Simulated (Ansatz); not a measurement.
# Cs3GaCl6: the cost of one run

Program: Ansatz 0.2.0. Level of theory: DFT PBEsol, scalar-relativistic, plane waves, PAW. These are calculated values, not measurements.

## (1) The starting structure

It takes space group Fm-3m (No. 225, cubic). Conventional cell: a = 11.064 Å, b = 11.064 Å, c = 11.064 Å, α = 90.00°, β = 90.00°, γ = 90.00°. Around Cs (site symmetry -43m) lie 12 Cl at 3.93 Å. Around Cs (site symmetry m-3m) lie 6 Cl at 3.17 Å. Ga (site symmetry m-3m) has 6 Cl at 2.36 Å as nearest neighbours. Cl (site symmetry 4mm) is surrounded by 1 Ga at 2.36 Å and 1 Cs at 3.17 Å.

As a file:

```
Cs Ga Cl
1.0
     0.00000    5.53194    5.53194
     5.53194    0.00000    5.53194
     5.53194    5.53194    0.00000
Cs Ga Cl
3 1 6
Cartesian
  8.2979 8.2979 8.2979
  2.7660 2.7660 2.7660
  5.5319 5.5319 5.5319
  0.0000 0.0000 0.0000
  2.3642 5.5319 5.5319
  5.5319 5.5319 2.3642
  8.6997 5.5319 5.5319
  5.5319 2.3642 5.5319
  5.5319 8.6997 5.5319
  5.5319 5.5319 8.6997
```

It goes back to an entry of the Materials Project, which need not be the stable form.

It is the result of an earlier relaxation at this level (volume 33.86 Å³/atom; gap on the mesh: 3.73 eV).

## (2) The reference cell

Reference values: F = -26881.9130 eV; pressure -0.01 GPa; largest force 0.003 eV/Å; gap on the mesh 3.73 eV. It was computed beforehand with the settings of the runs below.

## (3) Relaxing from the mode frozen in at +0.15 Å

Input file input.yaml:

```yaml
crystal:
  lattice:
    - [0.0, 5.5319423093, 5.5319423093]
    - [5.5319423093, 0.0, 5.5319423093]
    - [5.5319423093, 5.5319423093, 0.0]
  atoms:
    - { symbol: Cs, position: [0.75, 0.75, 0.75] }
    - { symbol: Cs, position: [0.25, 0.25, 0.25] }
    - { symbol: Cs, position: [0.5, 0.5, 0.5] }
    - { symbol: Ga, position: [0.0, 0.0, 0.0] }
    - { symbol: Cl, position: [0.7863160592, 0.2136839408, 0.2136839408] }
    - { symbol: Cl, position: [0.2001263157, 0.2272415659, 0.7727584341] }
    - { symbol: Cl, position: [0.2136839408, 0.7863160592, 0.7863160592] }
    - { symbol: Cl, position: [0.2272415659, 0.7998736843, 0.2001263157] }
    - { symbol: Cl, position: [0.7727584341, 0.2001263157, 0.7998736843] }
    - { symbol: Cl, position: [0.7998736843, 0.7727584341, 0.2272415659] }
basis:
  ecutwfc: 420
kpoints:
  mp_grid: { grid: [4, 4, 4] }
hamiltonian:
  xc: pbesol
scf:
  occupations: { method: gaussian, width: 0.05 }
output:
  forces: true
  stress: true
  eigenvalues: true
  write_density: true
  write_potential: true
  elf: true
  volumetric_format: npy
relax:
  adjacent_minimum: "off"
  f_tol: 0.01
  max_steps: 60
```

Command:

```
$ ansatz run input.yaml --threads 2 --pin off --max-ram 5120MiB --backend cpu --events-out ev --progress --plain --runs-dir out
```

What time and memory should one allow on 2 threads of Intel Xeon 6975P-C (Granite Rapids), shared host?

About 49 s, with a peak of 0.8 GiB.
